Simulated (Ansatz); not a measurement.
# BaMg2Pb2: a short molecular-dynamics run

What does BaMg2Pb2 do over 30 steps of 1 fs under a Langevin thermostat at 300 K? The cell is a randomly packed cell of 10 atoms, taken as it stands, without a relaxation.

All numbers below are computed with Ansatz 0.2.0 (DFT PBE, plane waves, PAW, scalar-relativistic, no spin polarisation).

## 1. The starting structure

The cell holds 10 atoms (Ba2Mg4Pb4): a = 7.201 Å, b = 7.171 Å, c = 6.932 Å, α = 101.22°, β = 89.23°, γ = 106.51°.

As a file:

```xyz
10
Lattice="7.0435 -1.2826 0.7706 -0.6596 7.0137 -1.3390 -0.6818 -0.1261 6.8977" Properties=species:S:1:pos:R:3 pbc="T T T"
Pb   -0.0930    4.5923    2.4738
Pb    4.7854    5.7003    4.8350
Mg    3.4789   -0.6046    0.8459
Mg    0.7331    2.2426    4.1902
Mg    0.8315    0.0835    2.0956
Mg    1.3383    3.8293   -0.0985
Ba    4.6437    2.1852    6.0337
Ba    3.5425    3.4048    2.4789
Pb    2.4163   -0.2053    4.7827
Pb    5.1157   -0.0249    3.3334
```

## 2. Molecular dynamics

Contents of input.yaml:

```yaml
crystal:
  lattice:
    - [7.04353, -1.28262, 0.770593]
    - [-0.659575, 7.013682, -1.338974]
    - [-0.68179, -0.126083, 6.897667]
  atoms:
    - { symbol: Pb, position: [0.09704, 0.681143, 0.480027] }
    - { symbol: Pb, position: [0.848512, 0.98223, 0.796845] }
    - { symbol: Mg, position: [0.501108, 0.006659, 0.06794] }
    - { symbol: Mg, position: [0.202123, 0.36851, 0.656429] }
    - { symbol: Mg, position: [0.150872, 0.044811, 0.295657] }
    - { symbol: Mg, position: [0.252611, 0.593482, 0.072707] }
    - { symbol: Ba, position: [0.788444, 0.471539, 0.878199] }
    - { symbol: Ba, position: [0.598977, 0.602345, 0.409396] }
    - { symbol: Pb, position: [0.412222, 0.057953, 0.658573] }
    - { symbol: Pb, position: [0.781146, 0.146938, 0.42452] }
kpoints:
  mp_grid: { grid: [2, 2, 2] }
magnetization:
  spin_polarized: false
scf:
  occupations: { method: fermi_dirac, width: 0.1 }
  lower_state_search: "off"
hamiltonian:
  pseudopotentials: { kind: paw }
  xc: pbe
basis:
  ecutwfc: 420
md:
  timestep: 1.0
  n_steps: 30
  ensemble: nvt_langevin
  temperature: 300.0
  initial_velocities: maxwell_boltzmann
  seed: 779610
```

Run with:

```
$ ansatz run input.yaml --threads 2 --pin off --max-ram 2560MiB --backend cpu --events-out ev --progress --plain --runs-dir out
```

What does the calculation give? Wanted: temperature, first and last step; temperature, second half; potential energy, second half; mean square displacement, second half.

As calculated:

| quantity | value |
| --- | --- |
| length | 30 steps of 1 fs |
| temperature, first and last step | 270 and 232 K |
| temperature, second half | mean 234 K, from 219 to 271 K |
| potential energy, second half | +3 meV/atom from the start |
| mean square displacement, second half | Mg 0.012, Pb 0.002, Ba 0.001 Å² |

In words: Against a set 300 K the second half averages 234 K with a spread of 15 K (in equilibrium 10 atoms would scatter by about 77 K, over a far longer run). Over the second half Mg atoms stand 0.1 Å (root mean square) from where they began, and the farthest move is 0.2 Å. Settings off the usual here: scf.lower_state_search. Averages from a run of 30 fs with 10 atoms are rough. The k-mesh is coarse for this cell.
